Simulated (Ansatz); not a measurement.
Crystal: ZnH.

```
CELL_PARAMETERS angstrom
0.00000 2.21594 2.21594
2.21594 0.00000 2.21594
2.21594 2.21594 0.00000
ATOMIC_POSITIONS crystal
Zn 0.00000 0.00000 0.00000
H 0.25000 0.25000 0.25000
```

The cell was built by a generator and needn't be a form met in nature.

Base run:

- Program: Ansatz 0.2.0
- Functional: PBE
- Potentials or basis: Ansatz PAW
- Cutoff: 420 eV (not typed: the program's choice for these potentials)
- k mesh: 10 × 10 × 10
- Occupations: fermi-dirac, width 0.05 eV
- Spin: no spin polarisation

Its results: band gap on the k mesh none (metal or under the smearing width); pressure 0.2 GPa.

Q: The run is repeated on the same cell with these changes: functional from PBE to LDA. What comes out?

A: Band gap on the k mesh none (metal or under the smearing width); pressure -5.2 GPa.

LDA binds more tightly than PBE, so the same cell stands under less pressure.

Caveats: the PAW data sets come from PBE, with cores solved anew for the run's functional, which leaves a small shift of forces and pressure (some runs).
